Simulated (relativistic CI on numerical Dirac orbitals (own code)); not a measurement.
# Ag V (Ag⁴⁺): levels and lines

The task is the spectrum of Ag⁴⁺: levels, purity of their labels, lifetimes and lines; further runs change one setting each.

The numbers are computed with relativistic CI on numerical Dirac orbitals (own code) version 4 (Dirac-Coulomb-Breit CI, KLI orbitals optimised for each configuration, model QED (radiative potential, 1s self-energy scaled to tabulated hydrogen-like ionisation energies), valence Slater integrals scaled by 0.85, P86 correlation energy added to each configuration), except any that are marked as measured or tabulated.

### 1 The atom as given

| Property | Result |
| --- | --- |
| ion | Ag⁴⁺ (Ag V) |
| nuclear charge | 47 |
| electrons | 43 |
| isotope | A = 107 |
| first configuration typed | [Kr] 4d7 |

Outer shells as boxes (Hund's rule):

first configuration typed
```
[Kr] core
4d [↑↓][↑↓][↑ ][↑ ][↑ ]
```

### 2 CI with the chosen configurations

Settings, as recorded:

```ini
atom Ag  Z=47  charge=4  electrons=43
nucleus A=107  rms_radius_fm=4.5454
hamiltonian dirac-coulomb  breit=on  qed=on  c_scale=1
orbitals kli  potential=per-configuration
slater_scale 0.85
correlation p86
mixing on
configurations
  [Kr] 4d7
  [Kr] 4d6 5s
  [Kr] 4d6 4f
  [Kr] 4d6 5p
  [Ar] 3d10 4s2 4p5 4d8
  [Kr] 4d6 5d
  [Kr] 4d6 6s
  [Kr] 4d6 6p
  [Kr] 4d5 5s 5p
  [Kr] 4d6 6d
  [Kr] 4d6 5f
  [Kr] 4d6 7s
  [Kr] 4d6 7p
  [Kr] 4d6 5g
  [Kr] 4d6 7d
  [Ar] 3d10 4s 4p6 4d8
  [Kr] 4d5 4f 5s
  [Kr] 4d5 5p 5d
  [Kr] 4d5 5s2
  [Kr] 4d4 4f 5s2
  [Kr] 4d4 5s2 5p
  [Kr] 4d4 5s2 5d
  [Kr] 4d4 5s2 6s
end
```

Command:

```console
$ python run_levels.py task.json out
```

task.json lists these runs, among others, and the program works through them in turn.

### 4 Correlation estimate lda-sx

Changes to the settings of step 2:

```diff
@@ -5,3 +5,3 @@
 slater_scale 0.85
-correlation p86
+correlation lda-sx
 mixing on
```

### 5 Slater integrals scaled by 0.75

Changes to the settings of step 4:

```diff
@@ -4,4 +4,4 @@
 orbitals kli  potential=per-configuration
-slater_scale 0.85
-correlation lda-sx
+slater_scale 0.75
+correlation p86
 mixing on
```

### 6 Without the Breit term

Changes to the settings of step 5:

```diff
@@ -2,5 +2,5 @@
 nucleus A=107  rms_radius_fm=4.5454
-hamiltonian dirac-coulomb  breit=on  qed=on  c_scale=1
+hamiltonian dirac-coulomb  breit=off  qed=on  c_scale=1
 orbitals kli  potential=per-configuration
-slater_scale 0.75
+slater_scale 0.85
 correlation p86
```

### 7 One common potential

Changes to the settings of step 6:

```diff
@@ -2,4 +2,4 @@
 nucleus A=107  rms_radius_fm=4.5454
-hamiltonian dirac-coulomb  breit=off  qed=on  c_scale=1
-orbitals kli  potential=per-configuration
+hamiltonian dirac-coulomb  breit=on  qed=on  c_scale=1
+orbitals kli  potential=mean
 slater_scale 0.85
```

(Steps that only read results are left out.)

Before running it: what results should come out? Wanted: lowest level; first excitation; lowest level of the other parity; fastest E1 line; ionisation energy; mean error of paired levels.

**Answer**, as computed:

| run | time | mean size of shift, levels followed (cm⁻¹) | lowest level | ionisation energy (eV) | mean error to measured (cm⁻¹) |
| --- | --- | --- | --- | --- | --- |
| main run | 8.1 s | 0 | 4d7 4F9/2 | 67.015 | 4046 |
| correlation estimate lda-sx | 8.2 s | 0.6 | 4d7 4F9/2 | 67.370 | 3797 |
| Slater integrals scaled by 0.75 | 8.1 s | 1326 | 4d7 4F9/2 | 67.173 | - |
| without the Breit term | 7.1 s | 152 | 4d7 4F9/2 | 67.010 | 4011 |
| one common potential | 7.3 s | 113 | 4d7 4F9/2 | - | 4323 |

The tabulated theoretical ionisation energy (NIST) is 65 eV.

```
                                                                         quantity                          value
                                                                     lowest level                      4d7 4F9/2
                                                                 first excitation         4d7 4F7/2, 3533.0 cm⁻¹
                                                 lowest level of the other parity     4d6 5p 6D°9/2, 207337 cm⁻¹
                                                              levels in the model                           6731
fastest E1 line (by rate) to the lowest level among the lowest 400 of 6731 levels  43.31 nm, from 4d6 5p 4G°11/2
                                                                ionisation energy                      67.015 eV
                                  ionisation energy, tabulated theoretical (NIST)                          65 eV
                                                      mean error of paired levels              4046 cm⁻¹ over 46
```

**Reading.** 4d7 4F9/2 comes out lowest; its LS label holds 96 % and its jj label 66 %; over the low levels the means are 85 and 67 %, so LS coupling describes them better. Against the tabulated theoretical ionisation energy the result lies 3.1 % high. Of the changes tried, the run «Slater integrals scaled by 0.75» moves the low levels most, by 1326 cm⁻¹ on average. The run «correlation estimate lda-sx» comes nearer the measured levels than the main run (3797 against 4046 cm⁻¹). The scale of 0.85 was itself chosen against such measured levels. Lifetimes count radiative decay inside the model alone.
